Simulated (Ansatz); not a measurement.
**C2H6ClInO: how energies converge with the basis set**

An exercise on one series of results from a longer session: the logs are not shown, and one member is left open.

Program: Ansatz 0.2.0, Gaussian basis. Level of theory: one geometry, several basis sets. These are calculated values, not measurements.

Plan: PBE0-D4/def2-SVP; ωB97M-V/def2-SVP; PBE0-D4/def2-QZVPP; ωB97M-V/def2-QZVPP; the functionals' def2-TZVPP values are taken from earlier runs.

## The geometry

All runs share one geometry, relaxed beforehand with PBE0-D4 in a triple-zeta def2 set. In takes the def2 core potential; no spin-orbit term is included.

SMILES `CC[O][InH][Cl]`, 11 atoms, charge 0, spin multiplicity 1.

Atoms are counted from 1 here; the program's logs count them from 0.

Bond lengths: C1–C2 1.513 Å, C1–H6 1.092 Å, C1–H7 1.093 Å, C1–H8 1.095 Å, C2–O3 1.410 Å, C2–H9 1.097 Å, C2–H10 1.098 Å, O3–In4 1.965 Å, In4–Cl5 2.334 Å, In4–H11 1.689 Å. Angles: C2–C1–H6 110.5°, C2–C1–H7 110.8°, C2–C1–H8 110.7°, H6–C1–H7 108.5°, H6–C1–H8 108.6°, H7–C1–H8 107.6°, C1–C2–O3 112.1°, C1–C2–H9 109.8°, C1–C2–H10 109.5°, O3–C2–H9 106.7°, O3–C2–H10 111.6°, H9–C2–H10 107.0°, C2–O3–In4 122.7°, O3–In4–Cl5 110.4°, O3–In4–H11 126.1°, Cl5–In4–H11 123.5°.

The first run:

in.yaml reads:

```yaml
crystal:
  periodic: [false, false, false]
  atoms:
    - {symbol: C, position_ang: [-0.841896, 0.919430, 0.808268]}
    - {symbol: C, position_ang: [-0.896427, -0.432436, 0.131276]}
    - {symbol: O, position_ang: [0.295817, -1.164313, 0.310556]}
    - {symbol: In, position_ang: [1.905708, -0.853474, -0.772912]}
    - {symbol: Cl, position_ang: [1.449502, 0.656293, -2.493209]}
    - {symbol: H, position_ang: [-0.601564, 0.806856, 1.867759]}
    - {symbol: H, position_ang: [-1.802001, 1.435873, 0.723474]}
    - {symbol: H, position_ang: [-0.081343, 1.554680, 0.343153]}
    - {symbol: H, position_ang: [-1.704270, -1.033275, 0.566866]}
    - {symbol: H, position_ang: [-1.133248, -0.300109, -0.933015]}
    - {symbol: H, position_ang: [3.409743, -1.589526, -0.552217]}
basis:
  gaussian: {orbitals: def2-SVP}
hamiltonian: {xc: pbe0, dispersion: d4}
output: {orbitals: {seedname: orbitals}}
```

Launch:

```sh
$ ansatz run in.yaml --threads 4 --pin off --events-out ev --progress --plain --max-ram 10444MiB
```

Among the steps run: PBE0-D4 in def2-SVP; ωB97M-V in def2-SVP; PBE0-D4 in def2-QZVPP; ωB97M-V in def2-QZVPP.

One table of the session follows, with a row left open; its other results are not shown here.

It belongs to the step «Functionals by basis». 

```
functional       basis  HOMO (eV)  LUMO (eV)
   PBE0-D4    def2-SVP          ?          ?
   PBE0-D4  def2-TZVPP      -7.80      -1.50
   PBE0-D4  def2-QZVPP      -7.83      -1.53
   ωB97M-V    def2-SVP     -10.01       0.22
   ωB97M-V  def2-TZVPP     -10.18      -0.03
   ωB97M-V  def2-QZVPP     -10.21      -0.10
```

**Question.** Estimate the row for PBE0-D4, def2-SVP.

As computed: HOMO (eV): -7.66; LUMO (eV): -1.38. In the column «HOMO (eV)» it is the highest.
